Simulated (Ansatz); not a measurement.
# Sb: the cost of one run

Computed with Ansatz 0.2.0 (DFT r2SCAN, scalar-relativistic, plane waves, PAW, unless a step's input says otherwise).

## (1) The structure to begin with

Symmetry: R-3m, No. 166, trigonal system. The conventional cell has a = 4.301 Å, b = 4.301 Å, c = 11.232 Å, α = 90.00°, β = 90.00°, γ = 120.00°. Sb (site symmetry 3m) has 3 Sb at 2.90 Å as nearest neighbours.

As a file:

```cif
data_structure
_symmetry_space_group_name_H-M 'R-3m:H'
_symmetry_Int_Tables_number 166
_cell_length_a 4.3012
_cell_length_b 4.3012
_cell_length_c 11.2320
_cell_angle_alpha 90.000
_cell_angle_beta 90.000
_cell_angle_gamma 120.000
_cell_volume 179.96
loop_
_atom_site_label
_atom_site_type_symbol
_atom_site_symmetry_multiplicity
_atom_site_Wyckoff_symbol
_atom_site_fract_x
_atom_site_fract_y
_atom_site_fract_z
_atom_site_occupancy
Sb1 Sb 6 c 0.00000 0.00000 0.23364 1
```

Source of the structure: the Crystallography Open Database.

(A quick probe on a coarse mesh, which set the mesh and smearing, is not shown.)

## (3) Relaxing cell and atoms

input.yaml

```yaml
crystal:
  lattice:
    - [2.150600332, 1.2416496806, 3.744]
    - [-2.150600332, 1.2416496806, 3.744]
    - [0.0, -2.4832993611, 3.744]
  atoms:
    - { symbol: Sb, position: [0.23364, 0.23364, 0.23364] }
    - { symbol: Sb, position: [0.76636, 0.76636, 0.76636] }
basis:
  ecutwfc: 500
kpoints:
  mp_grid: { grid: [12, 12, 12] }
hamiltonian:
  xc: r2scan
scf:
  occupations: { method: gaussian, width: 0.1 }
output:
  forces: true
  stress: true
  eigenvalues: true
relax:
  adjacent_minimum: "off"
  f_tol: 0.005
  max_steps: 80
  cell: { stress_tol: 0.05 }
```

Q: Estimate wall time and peak memory on 1 thread of an Arm CPU, shared host.

About 3.7 min, with a peak of 0.71 GiB.
